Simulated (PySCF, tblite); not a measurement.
**Si₃H₈O, a small molecule taken as a stand-in for a surface group (Si site with back bonds [SiH3], O[SiH3], [H]): NMR shifts, core binding energies and electronic excitations**

What NMR shifts, core binding energies and electronic excitations should one expect for `[SiH3]O[SiH2][SiH3]`?

Programs: tblite 0.8.0 and PySCF 2.14.0. All values are calculated, for the isolated system unless a continuum is named. Atoms count from 0, parts from 1.

## Step 1: Starting point

12 atoms, charge 0, multiplicity 1; geometry: distance geometry start.

## Step 2: Relaxing the cluster with GFN2-xTB

Job settings and geometry (Å):

```
{"job": {"kind": "relax", "xc": "GFN2-xTB", "basis": "xTB"}, "charge": 0, "multiplicity": 1}
Si    -1.901612     0.698707    -0.563506
Si    -0.238726    -0.385422    -1.628087
O     -1.172868     1.789889     0.624605
Si     0.384659     1.567329     1.404905
H     -2.665412     1.415609    -1.496233
H     -2.710814    -0.265767     0.132652
H     -0.777174    -0.977815    -2.804803
H      0.283140    -1.373446    -0.781064
H      0.769642     0.522260    -1.969126
H      0.537405     0.222839     1.861943
H      0.490323     2.432574     2.546793
H      1.437588     1.858719     0.491460
```

With the program's defaults for keys left out, this is: GFN2-xTB geometry optimisation, gas phase.

Launch:

```sh
OMP_NUM_THREADS=1 python cluster_run.py task.json out
```

One launch serves the whole session: the jobs run in the order shown.

Log:

```text
step      E/eV     max force
  0    -364.63731    2.818
  1    -364.97174    1.599
  2    -365.12395    0.728
  3    -365.15297    0.623
  4    -365.28425    0.590
  5    -365.32309    0.606
  6    -365.38754    0.443
  7    -365.41287    0.342
  8    -365.43125    0.316
  9    -365.44145    0.277
 10    -365.45553    0.256
 11    -365.46579    0.201
 12    -365.47252    0.195
 13    -365.47668    0.160
 14    -365.47996    0.176
 15    -365.48307    0.212
 16    -365.48613    0.187
 17    -365.48940    0.182
 18    -365.49323    0.179
 19    -365.49742    0.189
 20    -365.50156    0.190
 21    -365.50597    0.193
 22    -365.51087    0.202
 23    -365.51527    0.154
 24    -365.51885    0.179
 25    -365.52315    0.188
 26    -365.52966    0.224
 27    -365.53683    0.230
 28    -365.54124    0.169
 29    -365.54356    0.130
 30    -365.54500    0.134
 31    -365.54659    0.138
 32    -365.54933    0.155
 33    -365.55289    0.182
 34    -365.55601    0.146
 35    -365.55780    0.092
 36    -365.55876    0.079
 37    -365.55956    0.089
 38    -365.56058    0.098
 39    -365.56259    0.082
 40    -365.56370    0.064
 41    -365.56446    0.069
 42    -365.56513    0.094
 43    -365.56602    0.096
 44    -365.56734    0.112
 45    -365.56848    0.060
 46    -365.56878    0.036
 47    -365.56897    0.036
 48    -365.56919    0.043
 49    -365.56949    0.049
 50    -365.56970    0.035
 51    -365.56977    0.017
 52    -365.56980    0.015
 53    -365.56983    0.021
 54    -365.56988    0.026
 55    -365.56995    0.022
 56    -365.57001    0.015
 57    -365.57003    0.010
 58    -365.57003    0.009
 59    -365.57004    0.009
 60    -365.57005    0.010
 61    -365.57007    0.011
 62    -365.57008    0.010
 63    -365.57009    0.007
```

It took 1.8 s on 1 thread of Arm Neoverse V1, shared host.

The steps of the relaxation:

| step | energy from step 0 (eV) | largest force (eV/Å) |
| --- | --- | --- |
| 0 | 0.0000 | 2.8173 |
| 2 | -0.4866 | 0.7281 |
| 4 | -0.6469 | 0.5905 |
| 6 | -0.7502 | 0.4437 |
| 8 | -0.7939 | 0.3158 |
| 10 | -0.8182 | 0.2565 |
| 12 | -0.8352 | 0.1954 |
| 14 | -0.8426 | 0.1768 |
| 16 | -0.8488 | 0.1863 |
| 18 | -0.8559 | 0.1784 |
| 20 | -0.8642 | 0.1906 |
| 22 | -0.8736 | 0.2021 |
| 24 | -0.8815 | 0.1782 |
| 26 | -0.8923 | 0.2239 |
| 28 | -0.9039 | 0.1689 |
| 30 | -0.9077 | 0.1342 |
| 32 | -0.9120 | 0.1552 |
| 34 | -0.9187 | 0.1459 |
| 36 | -0.9214 | 0.0787 |
| 38 | -0.9233 | 0.0987 |
| 40 | -0.9264 | 0.0643 |
| 42 | -0.9278 | 0.0941 |
| 44 | -0.9300 | 0.1119 |
| 46 | -0.9315 | 0.0362 |
| 48 | -0.9319 | 0.0431 |
| 50 | -0.9324 | 0.0351 |
| 52 | -0.9325 | 0.0147 |
| 54 | -0.9326 | 0.0255 |
| 56 | -0.9327 | 0.0149 |
| 58 | -0.9327 | 0.0091 |
| 60 | -0.9327 | 0.0098 |
| 62 | -0.9328 | 0.0105 |
| 63 | -0.9328 | 0.0064 |

Distances of close pairs at the start and the end, largest changes first:

| bond | before (Å) | after (Å) | change (Å) |
| --- | --- | --- | --- |
| Si0–O2 | 1.770 | 1.627 | -0.143 |
| O2–Si3 | 1.756 | 1.614 | -0.142 |
| Si1–H8 | 1.399 | 1.469 | +0.070 |
| Si1–H7 | 1.402 | 1.469 | +0.067 |
| Si0–H4 | 1.403 | 1.469 | +0.066 |
| Si0–Si1 | 2.253 | 2.302 | +0.049 |
| Si1–H6 | 1.423 | 1.468 | +0.045 |
| Si3–H11 | 1.424 | 1.463 | +0.039 |

## Step 3: Optimising the geometry at PBE0-D3(BJ)/def2-SVP

Job settings and geometry (Å):

```
{"job": {"xc": "PBE0", "basis": "def2-SVP", "d3": "d3bj", "grid": 2, "kind": "geom", "shake": 0.01}, "charge": 0, "multiplicity": 1}
Si    -1.213017    -0.026518    -0.349663
Si     0.128436    -1.215263    -1.757302
O     -0.373212     0.536588     0.894228
Si     0.856518     1.086662     1.860224
H     -1.821083     1.203866    -0.954632
H     -2.319858    -0.750201     0.287765
H     -0.626341    -1.761933    -2.877722
H      0.808774    -2.351280    -1.119891
H      1.217803    -0.418885    -2.337348
H      1.267074    -0.063893     2.663168
H      0.214805     2.131123     2.691896
H      1.898592     1.602151     1.016277
```

Log:

```text
step   0  E = -947.77065071  max force = 0.033594
step   1  E = -947.78256801  max force = 0.003234
step   2  E = -947.78269040  max force = 0.001261
step   3  E = -947.78271926  max force = 0.000802
step   4  E = -947.78274188  max force = 0.001133
step   5  E = -947.78280088  max force = 0.002145
step   6  E = -947.78290479  max force = 0.003496
step   7  E = -947.78300734  max force = 0.003322
step   8  E = -947.78311294  max force = 0.001223
step   9  E = -947.78317551  max force = 0.000877
step  10  E = -947.78319605  max force = 0.000444
step  11  E = -947.78321090  max force = 0.000321
optimisation converged
```

It took 77 s on 1 thread of Arm Neoverse V1, shared host; peak memory 0.57 GiB.

Along the way:

| step | energy from step 0 (eV) | largest force component (eV/Å) |
| --- | --- | --- |
| 0 | 0.0000 | 1.7275 |
| 1 | -0.3243 | 0.1663 |
| 2 | -0.3276 | 0.0648 |
| 3 | -0.3284 | 0.0412 |
| 4 | -0.3290 | 0.0583 |
| 5 | -0.3306 | 0.1103 |
| 6 | -0.3335 | 0.1798 |
| 7 | -0.3362 | 0.1708 |
| 8 | -0.3391 | 0.0629 |
| 9 | -0.3408 | 0.0451 |
| 10 | -0.3414 | 0.0228 |
| 11 | -0.3418 | 0.0165 |

Distances of close pairs at the start and the end, largest changes first:

| bond | before (Å) | after (Å) | change (Å) |
| --- | --- | --- | --- |
| Si0–Si1 | 2.279 | 2.350 | +0.071 |
| Si3–H11 | 1.437 | 1.496 | +0.060 |
| Si0–O2 | 1.603 | 1.662 | +0.059 |
| Si1–H6 | 1.457 | 1.497 | +0.039 |
| Si3–H9 | 1.462 | 1.492 | +0.030 |
| Si1–H8 | 1.469 | 1.496 | +0.027 |
| Si1–H7 | 1.470 | 1.496 | +0.027 |
| Si0–H5 | 1.468 | 1.493 | +0.025 |

The next job starts from the end point, and lists it.

| at the end point | value |
| --- | --- |
| point group (found at 0.08 Å tolerance) | C1 |
| rotational constants (GHz, main isotopes) | 5.561, 1.596, 1.301 |
| dipole moment (D) | 0.35 |

## Step 4: Nuclear shieldings: PBE0/pcSseg-2

Job settings and geometry (Å):

```
{"job": {"kind": "nmr", "xc": "PBE0", "basis": "pcSseg-2"}, "charge": 0, "multiplicity": 1}
Si    -1.331304    -0.015806    -0.279241
Si     0.164169    -1.150648    -1.693379
O     -0.561742     0.469378     1.112028
Si     0.843364     1.028032     1.788301
H     -1.900849     1.172622    -0.988506
H     -2.460652    -0.915044     0.101461
H     -0.536579    -1.568746    -2.947923
H      0.697253    -2.368843    -1.007622
H      1.317321    -0.269192    -2.056561
H      1.436597    -0.031350     2.655133
H      0.544494     2.232834     2.613586
H      1.826541     1.389562     0.719936
```

Method: GIAO PBE0/pcSseg-2 NMR shielding, non-relativistic, gas phase.

Log:

```text
coarse grid: 10920 points
cycle   1  E = -948.0911293315  dE = -9.043e-02  |g| = 7.628e-01  |ddm| = 2.481e+00
cycle   2  E = -947.8313098776  dE =  2.598e-01  |g| = 1.373e+00  |ddm| = 1.156e+00
cycle   3  E = -948.1892439241  dE = -3.579e-01  |g| = 8.333e-02  |ddm| = 8.904e-01
cycle   4  E = -948.1906283311  dE = -1.384e-03  |g| = 2.335e-02  |ddm| = 8.142e-02
cycle   5  E = -948.1907357677  dE = -1.074e-04  |g| = 3.483e-03  |ddm| = 2.376e-02
cycle   6  E = -948.1907386464  dE = -2.879e-06  |g| = 7.676e-04  |ddm| = 3.882e-03
final grid: 89968 points
cycle   7  E = -948.1994171496  dE = -3.242e-05  |g| = 5.114e-03  |ddm| = 1.768e-02
cycle   8  E = -948.1994098866  dE =  7.263e-06  |g| = 8.050e-03  |ddm| = 5.877e-03
cycle   9  E = -948.1994210251  dE = -1.114e-05  |g| = 5.159e-04  |ddm| = 3.957e-03
cycle  10  E = -948.1994210684  dE = -4.331e-08  |g| = 7.067e-05  |ddm| = 2.983e-04
cycle  11  E = -948.1994210692  dE = -8.263e-10  |g| = 2.231e-05  |ddm| = 7.481e-05
converged SCF energy = -948.1994210692

GIAO shielding tensors (ppm)
atom      isotropic    diamagn.    paramagn.     s11        s22        s33       span
  0 Si     366.223     877.692    -511.469    297.900    339.202    461.569    163.669
  1 Si     455.810     880.503    -424.693    450.301    456.960    460.170      9.870
  2 O      328.330     396.526     -68.196    263.081    354.954    366.956    103.876
  3 Si     381.232     877.283    -496.051    334.607    347.746    461.343    126.737
  4 H       25.675      28.742      -3.067     22.353     24.659     30.012      7.660
  5 H       25.719      28.501      -2.782     22.445     24.684     30.028      7.583
  6 H       27.893      28.424      -0.532     25.247     25.358     33.072      7.825
  7 H       27.641      29.565      -1.924     24.993     25.712     32.218      7.225
  8 H       27.515      29.892      -2.377     24.685     26.022     31.839      7.154
  9 H       26.222      28.822      -2.600     23.246     24.464     30.954      7.708
 10 H       26.214      28.040      -1.826     23.188     24.341     31.112      7.924
 11 H       26.142      29.775      -3.634     22.924     25.328     30.174      7.251
```

It took 53 s on 1 thread of Arm Neoverse V1, shared host; peak memory 1 GiB.

The references, computed at this level on geometries of the same kind, shield at (ppm): ¹H TMS 31.25, ²⁹Si TMS 341.3, ¹⁷O H2O 328.2. Their shielding less the atom's gives the shift. The references are single molecules in the gas phase, so shifts against H2O, NH3, PH3, H3PO4 or CFCl3 are not on the usual liquid scales and can be off by tens of ppm.

| atoms | environment | σ (ppm) | δ (ppm) |
| --- | --- | --- | --- |
| H4 | hydrogen on a silicon bonded to O, Si | 25.67 | 5.57 |
| H5 | hydrogen on a silicon bonded to O, Si | 25.72 | 5.53 |
| H11 | hydrogen on a silicon bonded to O | 26.14 | 5.10 |
| H10 | hydrogen on a silicon bonded to O | 26.21 | 5.03 |
| H9 | hydrogen on a silicon bonded to O | 26.22 | 5.02 |
| H8 | hydrogen on a silicon bonded to Si | 27.52 | 3.73 |
| H7 | hydrogen on a silicon bonded to Si | 27.64 | 3.60 |
| H6 | hydrogen on a silicon bonded to Si | 27.89 | 3.35 |
| Si0 | silicon bonded to O, Si, 2 H | 366.2 | -24.9 |
| Si3 | silicon bonded to O, 3 H | 381.2 | -39.9 |
| Si1 | silicon bonded to Si, 3 H | 455.8 | -114.5 |
| O2 | oxygen bonded to 2 Si | 328.3 | -0.2 |

The run also stored atomic charges by several schemes (e):

| atoms | Mulliken | IAO | Hirshfeld | ESP fit |
| --- | --- | --- | --- | --- |
| Si0 | 0.62 | 0.75 | 0.32 | 0.38 |
| Si1 | 0.29 | 0.24 | 0.20 | 0.10 |
| O2 | -0.72 | -0.88 | -0.32 | -0.36 |
| Si3 | 0.79 | 0.87 | 0.39 | 0.45 |

Mayer bond orders: Si0–Si1 0.95, Si0–O2 0.88, O2–Si3 0.87.

## Step 5: Core-electron binding energies: SCAN, X2C

Same as in step 4 but for these lines:

```diff
@@ -1,2 +1,2 @@
-{"job": {"kind": "nmr", "xc": "PBE0", "basis": "pcSseg-2"}, "charge": 0, "multiplicity": 1}
+{"job": {"kind": "xps", "holes": 5}, "charge": 0, "multiplicity": 1}
 Si    -1.331304    -0.015806    -0.279241
```

Level: delta-SCF UKS SCAN, pcX-2 on the ionised atom, pcseg-1 elsewhere, spin-free X2C.

Log:

```text
ground state, core basis on atom 0 (Si), 150 functions
  cycle   1  E = -950.19917026  |g| = 7.23e-01
  cycle   2  E = -949.77477730  |g| = 1.61e+00
  cycle   3  E = -950.29557690  |g| = 9.17e-02
  cycle   4  E = -950.29759214  |g| = 3.63e-02
  cycle   5  E = -950.29801466  |g| = 6.20e-03
  cycle   6  E = -950.29802676  |g| = 1.73e-03
  cycle   7  E = -950.29802526  |g| = 3.58e-04
  E(ground) = -950.35360201 Eh
hole in Si 2p of atom 0
  cycle   1  E = -946.00733988  |g| = 1.23e+00
  cycle   2  E = -945.75041458  |g| = 1.18e+00
  cycle   3  E = -946.28472183  |g| = 2.76e-01
  cycle   4  E = -946.32939260  |g| = 1.28e-01
  cycle   5  E = -946.33292013  |g| = 8.20e-02
  cycle   6  E = -946.33601826  |g| = 4.65e-03
  cycle   7  E = -946.33602700  |g| = 2.06e-03
  cycle   8  E = -946.33602908  |g| = 3.58e-04
  E(ion) = -946.40296213 Eh   <S^2> = 0.7515   hole on atom = 1.002   binding energy = 107.502 eV
  2p3/2 = 107.254 eV   2p1/2 = 107.879 eV
ground state, core basis on atom 1 (Si), 150 functions
  cycle   1  E = -950.28953509  |g| = 2.87e-01
  cycle   2  E = -950.28960923  |g| = 3.63e-02
  cycle   3  E = -950.28947355  |g| = 4.07e-02
  cycle   4  E = -950.28974466  |g| = 1.42e-02
  cycle   5  E = -950.28978395  |g| = 1.67e-03
  cycle   6  E = -950.28978720  |g| = 7.49e-05
  E(ground) = -950.34499295 Eh
hole in Si 2p of atom 1
  cycle   1  E = -946.02445335  |g| = 1.23e+00
  cycle   2  E = -945.93749866  |g| = 1.05e+00
  cycle   3  E = -946.31668497  |g| = 2.63e-01
  cycle   4  E = -946.34205815  |g| = 1.79e-01
  cycle   5  E = -946.35333020  |g| = 4.52e-02
  cycle   6  E = -946.35448353  |g| = 4.62e-03
  cycle   7  E = -946.35449374  |g| = 2.58e-03
  cycle   8  E = -946.35449814  |g| = 4.28e-04
  E(ion) = -946.42126487 Eh   <S^2> = 0.7530   hole on atom = 1.002   binding energy = 106.770 eV
  2p3/2 = 106.570 eV   2p1/2 = 107.193 eV
ground state, core basis on atom 2 (O), 139 functions
  cycle   1  E = -950.23424387  |g| = 1.10e-01
  cycle   2  E = -950.23195171  |g| = 1.32e-01
  cycle   3  E = -950.23457772  |g| = 5.23e-02
  cycle   4  E = -950.23504486  |g| = 5.48e-03
  cycle   5  E = -950.23505494  |g| = 5.13e-04
  cycle   6  E = -950.23505464  |g| = 8.67e-05
  E(ground) = -950.32912272 Eh
hole in O 1s of atom 2
  cycle   1  E = -929.63086550  |g| = 2.23e+00
  cycle   2  E = -929.12000240  |g| = 2.22e+00
  cycle   3  E = -930.41424722  |g| = 3.97e-01
  cycle   4  E = -930.46274734  |g| = 1.02e-01
  cycle   5  E = -930.46894219  |g| = 2.60e-02
  cycle   6  E = -930.46950121  |g| = 4.94e-03
  cycle   7  E = -930.46951315  |g| = 1.54e-03
  cycle   8  E = -930.46951437  |g| = 5.38e-04
  cycle   9  E = -930.46951452  |g| = 1.08e-04
  E(ion) = -930.56419544 Eh   <S^2> = 0.7620   hole on atom = 1.000   binding energy = 537.831 eV
ground state, core basis on atom 3 (Si), 150 functions
  cycle   1  E = -950.29640904  |g| = 3.08e-01
  cycle   2  E = -950.29085787  |g| = 2.07e-01
  cycle   3  E = -950.29154545  |g| = 1.92e-01
  cycle   4  E = -950.29858992  |g| = 1.54e-02
  cycle   5  E = -950.29863269  |g| = 1.59e-03
  cycle   6  E = -950.29863218  |g| = 3.06e-04
  E(ground) = -950.35482679 Eh
hole in Si 2p of atom 3
  cycle   1  E = -946.00774917  |g| = 1.23e+00
  cycle   2  E = -944.70099870  |g| = 1.45e+00
  cycle   3  E = -946.10992294  |g| = 5.44e-01
  cycle   4  E = -946.30692824  |g| = 1.61e-01
  cycle   5  E = -946.31062091  |g| = 1.79e-01
  cycle   6  E = -946.32268039  |g| = 2.75e-02
  cycle   7  E = -946.32317597  |g| = 6.07e-03
  cycle   8  E = -946.32320110  |g| = 1.33e-03
  cycle   9  E = -946.32320202  |g| = 3.42e-04
  E(ion) = -946.39069898 Eh   <S^2> = 0.7513   hole on atom = 1.003   binding energy = 107.869 eV
  2p3/2 = 107.619 eV   2p1/2 = 108.245 eV
```

Run time: 27 s. Hardware: 1 thread of Arm Neoverse V1, shared host; peak memory 0.47 GiB.

The holes in one table. −ε is the ground-state orbital energy:

| hole | stands for | environment | ΔSCF (eV; 2p as the shell's mean) | −ε (eV) | ⟨S²⟩ |
| --- | --- | --- | --- | --- | --- |
| Si2p on Si0 | Si0 | silicon bonded to O, Si, 2 H | 107.46 | 96.8 | 0.752 |
| Si2p on Si1 | Si1 | silicon bonded to Si, 3 H | 106.78 | 96.1 | 0.753 |
| O1s on O2 | O2 | oxygen bonded to 2 Si | 537.83 | 516.6 | 0.762 |
| Si2p on Si3 | Si3 | silicon bonded to O, 3 H | 107.83 | 96.8 | 0.751 |

With the spin-orbit splitting: Si0 2p3/2 107.25, 2p1/2 107.88 eV; Si1 2p3/2 106.57, 2p1/2 107.19 eV; Si3 2p3/2 107.62, 2p1/2 108.24 eV. The table gives each 2p level as the mean over the whole 2p shell (two parts 2p3/2, one part 2p1/2), which differs a little from the single hole in the log.

## Step 6: TDDFT and polarisability: CAM-B3LYP/def2-SVPD

Same as in step 5 but for these lines:

```diff
@@ -1,2 +1,2 @@
-{"job": {"kind": "xps", "holes": 5}, "charge": 0, "multiplicity": 1}
+{"job": {"kind": "uv", "xc": "CAM-B3LYP", "basis": "def2-SVPD", "nstates": 6, "ntriplets": 2, "ip": true}, "charge": 0, "multiplicity": 1}
 Si    -1.331304    -0.015806    -0.279241
```

Level: TDDFT CAM-B3LYP/def2-SVPD, vertical, gas phase, core orbitals frozen in the response.

Log:

```text
coarse grid: 10920 points
cycle   1  E = -948.0018572132  dE = -1.292e-01  |g| = 7.140e-01  |ddm| = 3.595e+00
cycle   2  E = -947.8879707914  dE =  1.139e-01  |g| = 1.065e+00  |ddm| = 1.509e+00
cycle   3  E = -948.1017557060  dE = -2.138e-01  |g| = 4.605e-02  |ddm| = 8.586e-01
cycle   4  E = -948.1023617461  dE = -6.060e-04  |g| = 1.365e-02  |ddm| = 1.285e-01
cycle   5  E = -948.1024236387  dE = -6.189e-05  |g| = 1.417e-03  |ddm| = 3.169e-02
cycle   6  E = -948.1024245942  dE = -9.555e-07  |g| = 4.426e-04  |ddm| = 5.007e-03
final grid: 89968 points
cycle   7  E = -948.2299789288  dE = -4.641e-06  |g| = 6.522e-04  |ddm| = 2.318e-02
cycle   8  E = -948.2299789524  dE = -2.360e-08  |g| = 7.133e-04  |ddm| = 3.128e-03
cycle   9  E = -948.2299790418  dE = -8.939e-08  |g| = 1.180e-04  |ddm| = 6.298e-04
cycle  10  E = -948.2299790452  dE = -3.429e-09  |g| = 2.550e-05  |ddm| = 2.923e-04
cycle  11  E = -948.2299790454  dE = -2.199e-10  |g| = 4.665e-06  |ddm| = 6.993e-05
converged SCF energy = -948.2299790454

Static polarisability (au): isotropic 87.640, principal 77.894 87.354 97.673

Singlet excitations
state   eV       nm        f      main configurations
  1   6.3078    196.6   0.01187   H->L 0.92
  2   7.0672    175.4   0.00121   H-1->L 0.93
  3   7.3032    169.8   0.02686   H->L+3 0.85
  4   7.3835    167.9   0.00488   H->L+1 0.76, H->L+4 0.12
  5   7.6860    161.3   0.20975   H->L+2 0.48, H->L+5 0.44
  6   7.7727    159.5   0.03054   H-2->L 0.57, H->L+6 0.11

Triplet excitations (Tamm-Dancoff, eV): 5.6821 6.3868
Vertical ionisation energy (delta-SCF) = 9.9885 eV
```

Wall time 70 s (1 thread of Arm Neoverse V1, shared host); peak memory 0.83 GiB.

The orbitals next to the gap, with their largest atomic shares:

| orbital | eV | atoms |
| --- | --- | --- |
| HOMO−3 | -11.11 | Si1 20 %, Si3 13 %, H7 12 % |
| HOMO−2 | -10.84 | Si3 29 %, H10 22 %, O2 15 % |
| HOMO−1 | -10.08 | O2 32 %, Si0 14 %, Si3 13 % |
| HOMO | -9.23 | Si1 28 %, Si0 25 %, O2 19 % |
| LUMO | 0.42 | Si0 23 %, Si3 16 %, Si1 15 % |
| LUMO+1 | 1.04 | Si1 32 %, Si3 16 %, Si0 15 % |
| LUMO+2 | 1.27 | Si1 28 %, Si0 19 %, H7 9 % |

With each of the 6 states as a Gaussian band of 0.4 eV half-width at 1/e, the curve within the window shown has maxima at 197 nm (ε 480), 162 nm (ε 10,000) L/(mol cm). Beyond the last state computed it falls off for lack of states. The curve at chosen wavelengths:

nm, ε (L/mol/cm) and a bar:
```
      154       4077 ############
      157       7286 #####################
      159       9104 ###########################
      162      10231 ##############################
      164       9728 #############################
      167       7670 ######################
      169       5982 #################
      172       3713 ###########
      174       2561 #######
      177       1390 ####
      179        910 ###
      182        506 #
      184        385 #
      187        341 #
      189        365 #
      192        428 #
      194        464 #
      197        484 #
      199        470 #
      202        412 #
      204        358 #
      207        268 #
      209        210 
      212        137 
      214         99 
      217         57
```

Further results of this job:

| property | computed |
| --- | --- |
| dipole moment (D) | 0.34 |
| polarisability (Å³) | 12.99 |
| HOMO–LUMO gap (eV) | 9.65 |
| −ε(HOMO) (eV) | 9.23 |

## Step 7: Results

```
                                quantity                                               value
                             point group                                                  C1
    rotational constants (main isotopes)                                5.56, 1.60, 1.30 GHz
   ¹H shifts against TMS (PBE0/pcSseg-2)  5.57, 5.53, 5.10, 5.03, 5.02, 3.73, 3.60, 3.35 ppm
 ²⁹Si shifts against TMS (PBE0/pcSseg-2)                            -24.9, -39.9, -114.5 ppm
  ¹⁷O shifts against H2O (PBE0/pcSseg-2)                                            -0.2 ppm
       Si2p binding energies, SCAN/pcX-2               Si3 107.83, Si0 107.46, Si1 106.78 eV
        O1s binding energies, SCAN/pcX-2                                        O2 537.83 eV
    lowest singlet (CAM-B3LYP/def2-SVPD)                         6.31 eV (197 nm), f = 0.012
brightest single state of those computed                         state 5, 7.69 eV, f = 0.210
                          lowest triplet                                             5.68 eV
       vertical ionisation energy (ΔSCF)                                             9.99 eV
```

The start of the PBE0/def2-SVP relaxation was shaken at random by about 0.01 Å, so part of the energy gained, and of the first lengths quoted, undoes that. The optimisation took 11 steps and gained 0.342 eV; among the close pairs (by a distance rule), Si0–Si1 changed most, from 2.279 to 2.350 Å (PBE0/def2-SVP). Hydrogens of an XH3 group are listed apart at this fixed geometry; free rotation makes them one line at their mean. At PBE0/pcSseg-2: The widest tensor belongs to Si0: span 164 ppm, with a paramagnetic part of -511 ppm. At SCAN/pcX-2: The Si2p levels kept as sound span 1.05 eV, from Si1 (silicon bonded to Si, 3 H) up to Si3 (silicon bonded to O, 3 H). The first singlet state (HOMO→LUMO 0.92) lies at 6.31 eV and is weak; of the 6 states computed, the strongest absorption comes from state 5 at 7.69 eV. The lowest triplet lies 0.63 eV below the lowest singlet (triplets in Tamm-Dancoff, singlets in full TDDFT). ΔSCF puts the ionisation energy at 9.99 eV, 0.76 eV above −ε(HOMO). A capped cluster stands for the solid here, so long-range fields and strain are missing, and bands or shifts of the capping hydrogens have no counterpart in it.
